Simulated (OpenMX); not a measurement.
Runs of OpenMX 3.8.5 on GaGe. The structure is cubic, space group F-43m (No. 216). Conventional cell: a = 5.796 Å, b = 5.796 Å, c = 5.796 Å, α = 90.00°, β = 90.00°, γ = 90.00°. Ge (site symmetry -43m) is surrounded by 4 Ga at 2.51 Å. Ga (site symmetry -43m) has 4 Ge at 2.51 Å as nearest neighbours. The cell comes from a database or a generator and needn't be the stable form of this composition.

| task | level | potentials or basis | cell | k mesh | max SCF cycles | grid points, held for all volumes | gap on the mesh (eV) | pressure (GPa) |
| --- | --- | --- | --- | --- | --- | --- | --- | --- |
| single point | PBE | OpenMX 2013 PBE set, Ge7.0-s3p2d2, Ga7.0-s3p2d2, grid cutoff 500 Ry | as given | 7 × 7 × 7 | 100 | - | none | 1.6 |
| single point | PBE | OpenMX 2013 PBE set, Ge7.0-s3p2d2, Ga7.0-s3p2d2, grid cutoff 500 Ry | as given | 9 × 9 × 9 | 100 | - | none | 1.6 |
| single point | PBE+D3 | OpenMX 2013 PBE set, Ge7.0-s3p2d2, Ga7.0-s3p2d2, grid cutoff 500 Ry | as given | 7 × 7 × 7 | 100 | - | none | 0.7 |
| single point | PBE+D3(BJ) | OpenMX 2013 PBE set, Ge7.0-s3p2d2, Ga7.0-s3p2d2, grid cutoff 500 Ry | as given | 7 × 7 × 7 | 100 | - | none | (a) |
| single point | PBE+D4 | OpenMX 2013 PBE set, Ge7.0-s3p2d2, Ga7.0-s3p2d2, grid cutoff 500 Ry | as given | 7 × 7 × 7 | 100 | - | none | -0.6 |
| single point | PBE | OpenMX 2013 PBE set, Ge7.0-s3p2d2, Ga7.0-s3p2d2, grid cutoff 500 Ry | atoms moved at random, drawn with an rms of 0.05 Å | 9 × 9 × 9 | 100 | - | none | 1.7 |

Alike in all rows: no spin polarisation; smearing fermi-dirac 0.05 eV.

**Question.** Estimate the missing entries.

**Answer.** (a) -0.1.

Caveats: the basis of atomic orbitals isn't converged, which shifts pressures, moduli and gaps; pairwise dispersion overbinds metals, which lowers pressure and volume (some runs).

A k mesh can miss the band edges, and the runs leave out spin-orbit coupling on Ga, Ge.

A gap of «none» marks a metal or a gap under the smearing width.
